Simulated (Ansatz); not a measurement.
# C2H6B2O: how energies converge with the basis set

An exercise on one series of results from a longer session: the logs are not shown, and one member is left open.

Computed with Ansatz 0.2.0, Gaussian basis. Level: one geometry, several basis sets.

The runs, in order: PBE0-D4/def2-SVP; ωB97M-V/def2-SVP; PBE0-D4/def2-QZVPP; ωB97M-V/def2-QZVPP; the functionals' def2-TZVPP values are taken from earlier runs.

### Structure used throughout

All runs share one geometry, relaxed beforehand with PBE0-D4 in a triple-zeta def2 set.

SMILES `CC1BOB1`, 11 atoms, charge 0, spin multiplicity 1.

Atoms are counted from 1 here; the program's logs count them from 0.

Bond lengths: C1–C2 1.511 Å, C1–H6 1.093 Å, C1–H7 1.093 Å, C1–H8 1.092 Å, C2–B3 1.575 Å, C2–B5 1.574 Å, C2–H9 1.100 Å, B3–O4 1.393 Å, B3–H10 1.194 Å, O4–B5 1.394 Å, B5–H11 1.194 Å. Angles: C2–C1–H6 111.7°, C2–C1–H7 111.7°, C2–C1–H8 111.4°, H6–C1–H7 107.5°, H6–C1–H8 107.2°, H7–C1–H8 107.2°, C1–C2–B3 127.8°, C1–C2–B5 127.8°, C1–C2–H9 112.9°, B3–C2–B5 72.6°, B3–C2–H9 104.0°, B5–C2–H9 104.0°, C2–B3–O4 98.3°, C2–B3–H10 137.6°, O4–B3–H10 123.2°, B3–O4–B5 84.0°, C2–B5–O4 98.3°, C2–B5–H11 137.6° and more.

The first run:

in.yaml reads:

```yaml
crystal:
  periodic: [false, false, false]
  atoms:
    - {symbol: C, position_ang: [-1.189726, 0.379576, 0.763424]}
    - {symbol: C, position_ang: [0.145045, -0.187692, 0.341255]}
    - {symbol: B, position_ang: [1.305332, 0.545012, -0.430781]}
    - {symbol: O, position_ang: [1.736064, -0.526811, -1.210113]}
    - {symbol: B, position_ang: [0.469500, -1.041852, -0.940867]}
    - {symbol: H, position_ang: [-1.082786, 1.100596, 1.577837]}
    - {symbol: H, position_ang: [-1.871226, -0.403333, 1.105675]}
    - {symbol: H, position_ang: [-1.682568, 0.897306, -0.062768]}
    - {symbol: H, position_ang: [0.660815, -0.719769, 1.153685]}
    - {symbol: H, position_ang: [1.690868, 1.664622, -0.586833]}
    - {symbol: H, position_ang: [-0.115918, -1.764856, -1.689916]}
basis:
  gaussian: {orbitals: def2-SVP}
hamiltonian: {xc: pbe0, dispersion: d4}
output: {orbitals: {seedname: orbitals}}
```

The run is started by

```console
$ ansatz run in.yaml --threads 2 --pin off --events-out ev --progress --plain --max-ram 4352MiB
```

Steps of the session up to this table: PBE0-D4 in def2-SVP; ωB97M-V in def2-SVP; PBE0-D4 in def2-QZVPP; ωB97M-V in def2-QZVPP.

One table of the session follows, with a row left open; its other results are not shown here.

| functional | basis | HOMO (eV) |
| --- | --- | --- |
| PBE0-D4 | def2-SVP | -7.72 |
| PBE0-D4 | def2-TZVPP | ? |
| PBE0-D4 | def2-QZVPP | -7.76 |
| ωB97M-V | def2-SVP | -9.95 |
| ωB97M-V | def2-TZVPP | -10.00 |
| ωB97M-V | def2-QZVPP | -10.00 |

Q: Estimate the row for PBE0-D4, def2-TZVPP from the others.

As computed: HOMO (eV): -7.75. In the column «HOMO (eV)» it lies between PBE0-D4, def2-QZVPP (-7.76) and PBE0-D4, def2-SVP (-7.72).
